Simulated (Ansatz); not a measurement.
# H7NPt (Pt(H)4(NH3)): the cost of one run

Method: DFT PBE, plane waves, PAW, molecule in a box with 9 Å of vacuum; program: Ansatz 0.2.0.

2 further runs of the same task are left out: 2 for a known fault of the program. Runs told in other sessions of the task aren't counted.

### Step 1. Where the work starts

9 atoms, charge 0, spin multiplicity 1.

Bond lengths: Pt1–H2 1.745 Å, Pt1–H3 1.792 Å, Pt1–H4 1.560 Å, Pt1–H5 1.578 Å, Pt1–N6 2.220 Å, N6–H7 1.020 Å, N6–H8 1.021 Å, N6–H9 1.019 Å. Angles: H2–Pt1–H3 28.0°, H2–Pt1–H4 74.7°, H2–Pt1–H5 156.6°, H2–Pt1–N6 115.8°, H3–Pt1–H4 102.7°, H3–Pt1–H5 175.4°, H3–Pt1–N6 87.7°, H4–Pt1–H5 81.9°, H4–Pt1–N6 169.6°, H5–Pt1–N6 87.6°, Pt1–N6–H7 108.0°, Pt1–N6–H8 109.5°, Pt1–N6–H9 117.7°, H7–N6–H8 106.8°, H7–N6–H9 107.1°, H8–N6–H9 107.3°.

Coordinates:

```xyz
9
H7NPt
Pt   -0.26023    0.28958    0.03122
H     1.17509    1.13103    0.55639
H     1.49455    0.35310    0.38788
H    -0.73258    1.73628    0.37388
H    -1.78801    0.11295   -0.31980
N     0.02497   -1.83362   -0.55269
H    -0.75543   -2.37124   -0.17567
H    -0.02413   -1.91684   -1.56890
H     0.88167   -2.29687   -0.25241
```

Formal oxidation states: Pt +4. An earlier session relaxed this geometry at PBE0, Pt def2-SVP with ECP60, H def2-SVP, N def2-SVP (singlet, point group C1).

### Step 2. Scalar-relativistic

input.yaml

```yaml
crystal:
  lattice:
    - [12.28, 0.0, 0.0]
    - [0.0, 13.11, 0.0]
    - [0.0, 0.0, 11.13]
  atoms:
    - { symbol: Pt, position: [0.49086156, 0.54621053, 0.54807907] }
    - { symbol: H, position: [0.6077443, 0.61039436, 0.59526415] }
    - { symbol: H, position: [0.63375977, 0.55105568, 0.58012399] }
    - { symbol: H, position: [0.45239739, 0.65656064, 0.57886613] }
    - { symbol: H, position: [0.36644951, 0.5327376, 0.51654088] }
    - { symbol: "N", position: [0.51408713, 0.38425782, 0.49561635] }
    - { symbol: H, position: [0.45053664, 0.34324943, 0.52949057] }
    - { symbol: H, position: [0.51008795, 0.37790923, 0.40431267] }
    - { symbol: H, position: [0.58385098, 0.34892143, 0.52259569] }
basis:
  ecutwfc: 420
  ecutrho_ratio: 4
kpoints:
  mp_grid: { grid: [1, 1, 1] }
hamiltonian:
  xc: pbe
scf:
  occupations: { method: gaussian, width: 0.01 }
output:
  forces: true
  eigenvalues: true
  populations: true
```

Command:

```
$ ansatz run input.yaml --threads 2 --pin off --max-ram 5120MiB --backend cpu --events-out ev --progress --plain --runs-dir out
```

**Question.** How long does this run take on 2 threads of Arm Neoverse V1, shared host, and how much memory does it need?

About 4 s, with a peak of 0.92 GiB.
